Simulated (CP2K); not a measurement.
Runs of CP2K 2026.2 on BiTe. It takes space group Fm-3m (No. 225, cubic). Conventional cell: a = 6.470 Å, b = 6.470 Å, c = 6.470 Å, α = 90.00°, β = 90.00°, γ = 90.00°. Bi (site symmetry m-3m) has 6 Te at 3.24 Å as nearest neighbours. Around Te (site symmetry m-3m) lie 6 Bi at 3.24 Å. 

| level | potentials or basis | smearing | EPS_DEFAULT | NGRIDS | points a segment of the path (NPOINTS) | bands added on the path | CUTOFF of the grids | gap on the mesh (eV) | pressure (GPa) |
| --- | --- | --- | --- | --- | --- | --- | --- | --- | --- |
| PBEsol | POTENTIAL_UZH Bi GTH-PBE-q5, Te GTH-PBE-q6; TZVP-MOLOPT-PBE-GTH basis | fermi-dirac 0.05 eV | 1.0E-10 | 4 | 6 | 6 | 450 Ry | none | (a) |
| LDA | GTH_POTENTIALS Bi GTH-PADE-q5, Te GTH-PADE-q6; TZVP-MOLOPT-PBE-GTH basis | fermi-dirac 0.0259 eV | 1.0E-9 | 4 | 10 | 6 | 450 Ry | none | -2.3 |
| r2SCAN | POTENTIAL_UZH Bi GTH-SCAN-q5, Te GTH-SCAN-q6; TZVP-MOLOPT-SCAN-GTH basis | fermi-dirac 0.01 eV | 1.0E-9 | 4 | 10 | 4 | 675 Ry | none | -0.6 |
| PBE | POTENTIAL_UZH Bi GTH-PBE-q5, Te GTH-PBE-q6; TZVP-MOLOPT-PBE-GTH basis | fermi-dirac 0.0259 eV | 1.0E-10 | 5 | 6 | 4 | 450 Ry | none | 1.5 |

Alike in all rows: task band structure; no spin polarisation; cell as given; k mesh 7 × 7 × 7.

Fill in the values left out.

(a) 0.3.

Caveats: spin-orbit coupling is left out, which moves the levels of the heavy elements; the basis of atomic orbitals isn't converged, which shifts pressures, moduli and gaps; the potentials were made for another functional, which shifts forces and pressure (some runs).

A k mesh can miss the band edges, and the runs leave out spin-orbit coupling on Bi, Te.

A gap of «none» marks a metal or a gap under the smearing width.
